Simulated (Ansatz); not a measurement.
# Ge2Sb2Te5 (P-3m1) in Ansatz: settings compared, part 2 of 2

Ansatz 0.2.0. The steps go on from the part before.

### Step 4. Relaxation of cell and atoms, PBEsol

input.yaml

```yaml
crystal:
  lattice:
    - [4.2940644248, 0.0, 0.0]
    - [-2.1470322124, 3.7187688774, 0.0]
    - [0.0, 0.0, 17.101346]
  atoms:
    - { symbol: Te, position: [0.6666666667, 0.3333333333, 0.419892] }
    - { symbol: Te, position: [0.3333333333, 0.6666666667, 0.580108] }
    - { symbol: Te, position: [0.3333333333, 0.6666666667, 0.201542] }
    - { symbol: Te, position: [0.6666666667, 0.3333333333, 0.798458] }
    - { symbol: Te, position: [0.0, 0.0, 0.0] }
    - { symbol: Sb, position: [0.0, 0.0, 0.320068] }
    - { symbol: Sb, position: [0.0, 0.0, 0.679932] }
    - { symbol: Ge, position: [0.6666666667, 0.3333333333, 0.102895] }
    - { symbol: Ge, position: [0.3333333333, 0.6666666667, 0.897105] }
hamiltonian:
  xc: pbesol
  pseudopotentials: { kind: paw }
kpoints:
  mp_grid: { grid: [5, 5, 2] }
scf:
  occupations: { method: fermi_dirac, width: 0.05 }
output:
  forces: true
  stress: true
  eigenvalues: true
relax:
  f_tol: 0.01
  max_steps: 40
  cell: { stress_tol: 0.05 }
```

Potentials or basis: Ansatz PAW.

Command:

```sh
ansatz run input.yaml --threads 4 --pin off --max-ram 11264MiB --backend cpu --events-out ev --progress --plain --runs-dir out
```

The log of the run:

```text
Warning: RAYON_NUM_THREADS=4 ignored (pool sized by the plan → 4); use --threads N
Engine: ansatz 0.2.0, aarch64-unknown-linux-gnu
Pseudopotentials: kind: paw
Pseudopotential: Te, paw, valence charge 16, recommended cutoff 420 eV (normal), Te.paw.azcp
Pseudopotential: Sb, paw, valence charge 15, recommended cutoff 420 eV (normal), Sb.paw.azcp
Pseudopotential: Ge, paw, valence charge 14, recommended cutoff 420 eV (normal), Ge.paw.azcp
Functional definition: PBEsol
  exchange = pbesol_x
  correlation = pbesol_c
Crystal: 9 atoms, lattice volume = 273.085 Å³
Basis set: ecut = 420 eV, 5295 PW (Γ), exchange–correlation on 60×60×240 points (8 copies of the dense FFT grid, shifted against one another)
Bands: 83, of which v1, the nominal top of the filled ones, is band 69 counted from 1 (68 counted from 0)
[... 133 lines left out ...]
  k-point 1: bands = ["-27.4252", "-27.4252", "-27.4239", "-27.4239", "-27.4157", "-27.4157", "-27.4134", "-27.4134", "-27.4105", "-27.4101", "-27.2732", "-27.2732", "-27.2702", "-27.2702", "-27.2702", "-27.2702", "-27.2520", "-27.2520", "-27.2520", "-27.2520", "-27.1894", "-27.1894", "-27.1854", "-27.1850", "-27.1850", "-19.9572", "-19.9572", "-19.9572", "-19.9572", "-19.9523", "-19.9523", "-19.9514", "-19.9514", "-19.9514", "-19.9514", "-15.2487", "-15.2487", "-15.2473", "-15.2473", "-15.2412", "-15.2412", "-15.2408", "-15.2406", "-15.2399", "-15.2399", "-3.7250", "-3.6969", "-3.0298", "-2.6511", "-1.8546", "0.4586", "1.5475", "2.3990", "4.1315", "6.7166", "7.5946", "7.5946", "7.6637", "7.6637", "7.8869", "7.8869", "8.0118", "8.1799", "8.1799", "8.2338", "8.2338", "8.3240", "9.0401", "9.5521", "10.1093", "10.1093", "10.2154", "10.3039", "10.3039", "10.5229", "11.3796", "11.3796", "11.4082", "12.4485", "12.4485", "12.4609", "14.4635", "14.4757"]
  k-point 2: bands = ["-27.4251", "-27.4246", "-27.4239", "-27.4231", "-27.4160", "-27.4160", "-27.4138", "-27.4131", "-27.4100", "-27.4096", "-27.2729", "-27.2729", "-27.2704", "-27.2704", "-27.2702", "-27.2702", "-27.2520", "-27.2520", "-27.2513", "-27.2513", "-27.1896", "-27.1892", "-27.1853", "-27.1848", "-27.1846", "-19.9581", "-19.9581", "-19.9555", "-19.9555", "-19.9524", "-19.9524", "-19.9513", "-19.9513", "-19.9511", "-19.9511", "-15.2499", "-15.2483", "-15.2483", "-15.2468", "-15.2416", "-15.2408", "-15.2406", "-15.2401", "-15.2396", "-15.2396", "-3.4315", "-3.1741", "-2.8866", "-2.1195", "-1.8014", "0.8745", "1.0050", "2.1975", "3.0842", "5.4915", "5.6523", "6.2150", "6.6717", "6.6866", "6.8758", "6.8912", "7.3233", "7.5649", "7.8915", "7.9193", "8.1784", "8.5194", "9.1703", "9.3418", "10.3261", "10.3758", "10.6620", "11.1304", "11.2860", "11.7979", "11.8431", "11.9935", "12.6665", "13.0256", "13.0690", "13.2914", "13.7608", "13.9508"]
  k-point 9: bands = ["-27.4245", "-27.4235", "-27.4234", "-27.4221", "-27.4170", "-27.4158", "-27.4149", "-27.4128", "-27.4089", "-27.4088", "-27.2721", "-27.2721", "-27.2708", "-27.2708", "-27.2705", "-27.2705", "-27.2514", "-27.2514", "-27.2503", "-27.2503", "-27.1897", "-27.1891", "-27.1850", "-27.1840", "-27.1840", "-19.9589", "-19.9589", "-19.9551", "-19.9551", "-19.9529", "-19.9529", "-19.9506", "-19.9505", "-19.9489", "-19.9489", "-15.2513", "-15.2496", "-15.2487", "-15.2469", "-15.2415", "-15.2407", "-15.2401", "-15.2394", "-15.2386", "-15.2382", "-1.7562", "-1.7041", "-1.6784", "-1.6168", "-1.4949", "-0.0279", "-0.0104", "0.9232", "1.3610", "3.9704", "4.6377", "4.9920", "5.1112", "5.1491", "5.2434", "5.4022", "6.3699", "6.6773", "7.1484", "7.2218", "7.2322", "8.0703", "8.9325", "8.9676", "10.3086", "10.5717", "11.2742", "11.3507", "12.0631", "12.1114", "12.8388", "12.9470", "13.4060", "13.5868", "14.2233", "14.5596", "14.6800", "15.2656"]
--- Relaxed structure (5 steps of the walk, 5 accepted, 1 SCFs on fresh bases) ---
  F+E_penalty+E_count = -55831.74493664 eV   max|allowed force component| = 4.703e-3 eV/Å   (the final SCF, on the basis selected at the relaxed cell)
  cell:  # Å, volume = 261.9809 Å³
    - [4.217841557386683, 2.7193707070398025e-33, 9.517797474639306e-33]
    - [-2.1089207786933417, 3.652757937834587, 2.5267913723877764e-32]
    - [0.0, 1.3537552876052862e-31, 17.004286150671483]
  atoms:
    - { symbol: Te, position: [0.6666666666666666, 0.3333333333333333, 0.41561955999464606] }
    - { symbol: Te, position: [0.3333333333333333, 0.6666666666666666, 0.5843804400053537] }
    - { symbol: Te, position: [0.3333333333333333, 0.6666666666666666, 0.19668410749499732] }
    - { symbol: Te, position: [0.6666666666666666, 0.3333333333333333, 0.8033158925050025] }
    - { symbol: Te, position: [7.1271673094820135e-34, -2.033215440242706e-34, -7.326065701267177e-20] }
    - { symbol: Sb, position: [4.967654532246682e-33, 6.857306791384605e-33, 0.31507818612771943] }
    - { symbol: Sb, position: [-2.809969752046227e-33, -7.143107829682854e-33, 0.6849218138722803] }
    - { symbol: Ge, position: [0.6666666666666666, 0.3333333333333333, 0.10015843291227422] }
    - { symbol: Ge, position: [0.3333333333333333, 0.6666666666666666, 0.8998415670877257] }
```

It took 24 s on 4 threads of Arm Neoverse V1, shared host; peak memory 0.88 GiB.

What came out:

```yaml
Free_energy: -55831.7449 eV
Relaxed_volume: 29.11 Å³/atom
Relaxed_cell: a = 4.218 Å, b = 4.218 Å, c = 17.004 Å, α = 90.00°, β = 90.00°, γ = 120.00°
Space_group_after_relaxing_to_0.05_Å: P-3m1 (No. 164)
Energy_gained_by_relaxing: 11.9 meV/atom
Ionic_steps: 6
Pressure_after_relaxing: 0.0 GPa
Largest_force_after_relaxing: 0.005 eV/Å
Band_gap_on_the_k_mesh: 0.24 eV, direct
```

Forces in eV/Å, atoms in the order of the input:
```
Te   0.000  0.000 -0.005
Te   0.000  0.000  0.005
Te   0.000  0.000  0.000
Te   0.000  0.000  0.000
Te   0.000  0.000  0.000
Sb   0.000  0.000  0.005
Sb   0.000  0.000 -0.005
Ge   0.000  0.000  0.001
Ge   0.000  0.000 -0.001
```

Step by step:
```tsv
step	energy change (eV)	largest force (eV/Å)	volume (Å³)
1	0.0000	0.1965	273.09
2	-0.0522	0.1298	253.38
3	-0.1083	0.0404	262.07
4	-0.1093	0.0140	261.94
5	-0.1096	0.0048	261.98
6	-0.1075	0.0047	261.98
```

Final structure:
```cif
data_structure
_symmetry_space_group_name_H-M 'P 1'
_symmetry_Int_Tables_number 1
_cell_length_a 4.2178
_cell_length_b 4.2178
_cell_length_c 17.0043
_cell_angle_alpha 90.000
_cell_angle_beta 90.000
_cell_angle_gamma 120.000
_cell_volume 261.98
loop_
_atom_site_label
_atom_site_type_symbol
_atom_site_fract_x
_atom_site_fract_y
_atom_site_fract_z
_atom_site_occupancy
Te1 Te 0.66667 0.33333 0.41562 1
Te2 Te 0.33333 0.66667 0.58438 1
Te3 Te 0.33333 0.66667 0.19668 1
Te4 Te 0.66667 0.33333 0.80332 1
Te5 Te 0.00000 0.00000 0.00000 1
Sb1 Sb 0.00000 0.00000 0.31508 1
Sb2 Sb 0.00000 0.00000 0.68492 1
Ge1 Ge 0.66667 0.33333 0.10016 1
Ge2 Ge 0.33333 0.66667 0.89984 1
```

Caveat: odd divisions of the mesh miss points on the zone boundary, where band edges often lie, so the gap on the mesh can be too wide; the plane-wave basis is chosen anew once the cell has moved, so the energies of steps on either side of that aren't comparable; spin-orbit coupling is left out, which moves the levels of the heavy elements; this functional lacks dispersion, which binds the layers, so the pressure and a relaxed spacing across them are unreliable; the PAW data sets come from PBE, with cores solved anew for the run's functional, which leaves a small shift of forces and pressure. A k mesh can miss the band edges.

### Step 5. Summary

```csv
task,level,cell,gap on the mesh (eV),pressure (GPa),relaxed volume (Å³/atom)
relaxation of cell and atoms,PBE,relaxed,0.73,0.0,31.73
single point,PBE,strained by -1 %,0.23,0.3,-
relaxation of cell and atoms,PBEsol,relaxed,0.24,0.0,29.11
```

Alike in all rows: potentials or basis Ansatz PAW; no spin polarisation; k mesh 5 × 5 × 2; cutoff (eV) 420; smearing fermi-dirac 0.05 eV.

Caveats: odd divisions of the mesh miss points on the zone boundary, where band edges often lie, so the gap on the mesh can be too wide; spin-orbit coupling is left out, which moves the levels of the heavy elements; the plane-wave basis is chosen anew once the cell has moved, so the energies of steps on either side of that aren't comparable (some runs); this functional lacks dispersion, which binds the layers, so the pressure and a relaxed spacing across them are unreliable (some runs); the PAW data sets come from PBE, with cores solved anew for the run's functional, which leaves a small shift of forces and pressure (some runs).

Absolute energies hang on the potentials; compare differences alone.
